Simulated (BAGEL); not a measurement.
# HF/STO-3G (density fitting with qzvpp-jkfit) run of CH5BClN (SMILES NCBCl)

Aim: the vertical singlet–triplet gap of CH5BClN at HF/STO-3G (density fitting with qzvpp-jkfit), from 2 runs. 

Program for the calculation: BAGEL 1.2.2.

40 further runs of the same task are left out: 8 that didn't finish, 32 set aside as unsound or not needed.

## 1. The system as given

CH5BClN: 9 atoms, total charge 0, spin state singlet. As SMILES, `NCBCl`. The coordinates come from a PBE0-D4/def2-TZVP relaxation. This is one conformer, not always the lowest.

Bond lengths: N1–C2 1.444 Å, C2–B3 1.549 Å, B3–Cl4 1.749 Å, N1–H5 1.011 Å, N1–H6 1.010 Å, C2–H7 1.112 Å, C2–H8 1.100 Å, B3–H9 1.193 Å. Some angles: N1–C2–B3 117.7°, C2–B3–Cl4 121.6°, N1–C2–H7 114.9°, N1–C2–H8 110.4°, B3–C2–H7 102.2°, B3–C2–H8 106.9°, C2–N1–H5 111.5°, C2–N1–H6 112.1°, C2–B3–H9 121.4°, Cl4–B3–H9 116.9°.

## 2. A single-point energy at HF/STO-3G (density fitting with qzvpp-jkfit)

The input, input.json:

```json
{ "bagel" : [

{
  "title" : "molecule",
  "basis" : "sto-3g",
  "df_basis" : "qzvpp-jkfit",
  "angstrom" : "true",
  "geometry" : [
    { "atom" : "N", "xyz" : [      -0.982500,       0.902000,       0.103600 ] },
    { "atom" : "C", "xyz" : [       0.104400,       0.053300,       0.532000 ] },
    { "atom" : "B", "xyz" : [       0.577300,      -1.055600,      -0.440200 ] },
    { "atom" : "Cl", "xyz" : [       0.054200,      -1.097200,      -2.108100 ] },
    { "atom" : "H", "xyz" : [      -0.910300,       1.129300,      -0.878900 ] },
    { "atom" : "H", "xyz" : [      -1.020500,       1.764600,       0.627600 ] },
    { "atom" : "H", "xyz" : [       1.053500,       0.586400,       0.761400 ] },
    { "atom" : "H", "xyz" : [      -0.145900,      -0.439400,       1.483000 ] },
    { "atom" : "H", "xyz" : [       1.358200,      -1.889700,      -0.097600 ] }
  ]
},

{ "title" : "hf" },

{ "title" : "print", "file" : "orbitals.molden", "orbitals" : "true" }

]}
```

Command:

```
$ BAGEL_NUM_THREADS=1 BAGEL input.json > input.out
```

The program printed:

```text
* using 1 threads per process

  ===============================================================
  ===============================================================

  *** Geometry ***

  { "atom" : "N", "xyz" : [     -1.856656,      1.704533,      0.195776 ] },
  { "atom" : "C", "xyz" : [      0.197287,      0.100722,      1.005334 ] },
  { "atom" : "B", "xyz" : [      1.090939,     -1.994795,     -0.831857 ] },
  { "atom" : "Cl", "xyz" : [      0.102423,     -2.073408,     -3.983732 ] },
  { "atom" : "H", "xyz" : [     -1.720218,      2.134068,     -1.660880 ] },
  { "atom" : "H", "xyz" : [     -1.928466,      3.334611,      1.185992 ] },
  { "atom" : "H", "xyz" : [      1.990826,      1.108135,      1.438837 ] },
  { "atom" : "H", "xyz" : [     -0.275711,     -0.830346,      2.802464 ] },
  { "atom" : "H", "xyz" : [      2.566626,     -3.571015,     -0.184437 ] },

  Number of auxiliary basis functions:      445

  Since a DF basis is specified, we compute 2- and 3-index integrals:
    o Being stored without compression. Storage requirement is 0.003 GB

  Number of basis functions:       29
  Number of electrons      :       40

    * METHOD: MOLECULE                             0.15

  *** RHF ***

  === Nuclear Repulsion ===
   141.9765776086

      * DIIS with orbital gradients will be used.

  === RHF iteration (sto-3g) ===
      0       -572.96204883          0.01346916           0.02
      1       -573.02477574          0.00305799           0.02
      2       -573.02822446          0.00079228           0.02
      3       -573.02856453          0.00009501           0.02
      4       -573.02857057          0.00003164           0.02
      5       -573.02857128          0.00000566           0.02
      6       -573.02857130          0.00000156           0.02
      7       -573.02857130          0.00000037           0.02
      8       -573.02857130          0.00000011           0.02
      9       -573.02857130          0.00000003           0.02
     10       -573.02857130          0.00000001           0.02
    * SCF iteration converged.

    * Permanent dipole moment:
           (   -0.607551,    -0.435440,    -0.626166) a.u.

    * METHOD: HF                                   0.26

    * METHOD: PRINT                                0.00

  ===============================================================
```

It took 0.54 s on 1 thread of Arm Neoverse V1, shared host.

## 3. The triplet, same level

The input, input.json:

```json
{ "bagel": [

{
  "title": "molecule",
  "basis": "sto-3g",
  "df_basis": "qzvpp-jkfit",
  "angstrom": true,
  "geometry": [
    { "atom": "N", "xyz": [   -0.982500,    0.902000,    0.103600 ] },
    { "atom": "C", "xyz": [    0.104400,    0.053300,    0.532000 ] },
    { "atom": "B", "xyz": [    0.577300,   -1.055600,   -0.440200 ] },
    { "atom": "Cl", "xyz": [    0.054200,   -1.097200,   -2.108100 ] },
    { "atom": "H", "xyz": [   -0.910300,    1.129300,   -0.878900 ] },
    { "atom": "H", "xyz": [   -1.020500,    1.764600,    0.627600 ] },
    { "atom": "H", "xyz": [    1.053500,    0.586400,    0.761400 ] },
    { "atom": "H", "xyz": [   -0.145900,   -0.439400,    1.483000 ] },
    { "atom": "H", "xyz": [    1.358200,   -1.889700,   -0.097600 ] }
  ]
},
{ "title": "uhf", "nopen": 2 },
{ "title": "print", "file": "orbitals.molden", "orbitals": true }

]}
```

Command:

```
$ BAGEL_NUM_THREADS=1 BAGEL input.json > input.out
```

The program printed:

```text
* using 1 threads per process

  ===============================================================
  ===============================================================

  *** Geometry ***

  { "atom" : "N", "xyz" : [     -1.856656,      1.704533,      0.195776 ] },
  { "atom" : "C", "xyz" : [      0.197287,      0.100722,      1.005334 ] },
  { "atom" : "B", "xyz" : [      1.090939,     -1.994795,     -0.831857 ] },
  { "atom" : "Cl", "xyz" : [      0.102423,     -2.073408,     -3.983732 ] },
  { "atom" : "H", "xyz" : [     -1.720218,      2.134068,     -1.660880 ] },
  { "atom" : "H", "xyz" : [     -1.928466,      3.334611,      1.185992 ] },
  { "atom" : "H", "xyz" : [      1.990826,      1.108135,      1.438837 ] },
  { "atom" : "H", "xyz" : [     -0.275711,     -0.830346,      2.802464 ] },
  { "atom" : "H", "xyz" : [      2.566626,     -3.571015,     -0.184437 ] },

  Number of auxiliary basis functions:      445

  Since a DF basis is specified, we compute 2- and 3-index integrals:
    o Being stored without compression. Storage requirement is 0.003 GB

  Number of basis functions:       29
  Number of electrons      :       40

    * METHOD: MOLECULE                             0.14

  *** Open-shell HF ***

  === Nuclear Repulsion ===
   141.9765776086

      * DIIS with orbital gradients will be used.

  === UHF iteration (sto-3g) ===
      0       -572.72412042          0.02736390           0.03
      1       -572.79874032          0.00758138           0.03
      2       -572.80722555          0.00325016           0.03
      3       -572.80969121          0.00160300           0.03
      4       -572.81082780          0.00070088           0.03
      5       -572.81113393          0.00024054           0.03
      6       -572.81116674          0.00013079           0.03
      7       -572.81117688          0.00005411           0.03
      8       -572.81117827          0.00001715           0.03
      9       -572.81117842          0.00000569           0.03
     10       -572.81117844          0.00000239           0.03
     11       -572.81117844          0.00000078           0.03
     12       -572.81117844          0.00000036           0.03
     13       -572.81117844          0.00000016           0.03
     14       -572.81117844          0.00000007           0.03
     15       -572.81117844          0.00000003           0.03
     16       -572.81117844          0.00000001           0.03
     17       -572.81117844          0.00000001           0.03
    * SCF iteration converged.

    * S^2 (UHF) is 2.0273

    * Permanent dipole moment:
           (    1.534640,    -3.306791,    -1.859321) a.u.

    * METHOD: UHF                                  0.57

    * METHOD: PRINT                                0.00

  ===============================================================
```

It took 0.82 s on 1 thread of Arm Neoverse V1, shared host.

## 4. Summary of results

Level: HF/STO-3G (density fitting with qzvpp-jkfit).

| quantity | value |
| --- | --- |
| singlet: total energy | -573.02857 Eh |
| singlet: dipole moment | 2.48 D |
| singlet: HOMO energy | -8.81 eV |
| singlet: LUMO energy | 6.07 eV |
| singlet: HOMO–LUMO gap | 14.88 eV |
| triplet: total energy | -572.81118 Eh |
| triplet: dipole moment | 10.40 D |
| triplet: ⟨S²⟩ | 2.027 |
| vertical energy of the triplet above the singlet | 5.916 eV |

What this shows: At this shape the triplet lies 5.92 eV (136 kcal/mol) above the singlet. In a minimal basis such a difference can be off by several eV, whatever the method.
